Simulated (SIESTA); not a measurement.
# CuSn3 under changes of volume

One of the cells (23.764 Å³/atom); the others are scaled copies at fixed shape and fractional positions:

```
Sn Cu
1.0
     6.62288    0.00000    0.00000
    -3.31144    5.73559    0.00000
     0.00000    0.00000    5.00481
Sn Cu
6 2
Cartesian
  0.0000 1.9769 1.2512
  -1.5994 4.7471 1.2512
  1.5994 4.7471 1.2512
  3.3114 3.7586 3.7536
  4.9108 0.9885 3.7536
  1.7121 0.9885 3.7536
  0.0000 3.8237 3.7536
  3.3114 1.9119 1.2512
```

The cell comes from a database or a generator and needn't be the stable form of this composition.

| Quantity | Value |
| --- | --- |
| Program | SIESTA 5.4.2 |
| Functional | LDA |
| Potentials or basis | PseudoDojo 0.4 standard (LDA files) |
| Basis | DZP (energy shift 0.003 Ry; two zetas on semicore shells) |
| Grid cutoff | 800 Ry |
| Energy shift | 0.003 Ry |
| k mesh | 4 × 4 × 4 |
| Occupations | fermi-dirac, width 0.05 eV |
| Spin | no spin polarisation |

```tsv
volume (Å³/atom)	energy over the lowest point (meV/atom)	pressure (GPa)	largest force (eV/Å)
22.338	0.00	-0.6	0.158
22.814	3.88	-1.9	0.145
23.289	11.49	-3.1	0.134
23.764	22.39	-4.2	0.126
24.239	36.22	-5.1	0.120
24.715	52.55	-5.9	0.116
25.190	?	?	?
```

Question: What does the run at 25.190 Å³/atom give?

Answer: Energy over the lowest point 71.12 meV/atom; pressure -6.6 GPa; largest force 0.115 eV/Å.

Worked out: A Birch-Murnaghan fit of order 3 (a polynomial in V^(-2/3)) to the other rows has its minimum at 22.14 Å³/atom, just outside them, with B0 = V·E''(V) = 71 GPa and B' = 5.1 at fixed shape and positions, which overstates the stiffness. It gives 71.08 meV/atom at 25.190 Å³/atom, against the run's 71.12, and -dE/dV = -6.6 GPa, against -6.6.

Energies are extrapolated to zero smearing.

Caveats: short orbitals over semicore shells can move pressures by several GPa; the basis of atomic orbitals isn't converged, which shifts pressures, moduli and gaps.
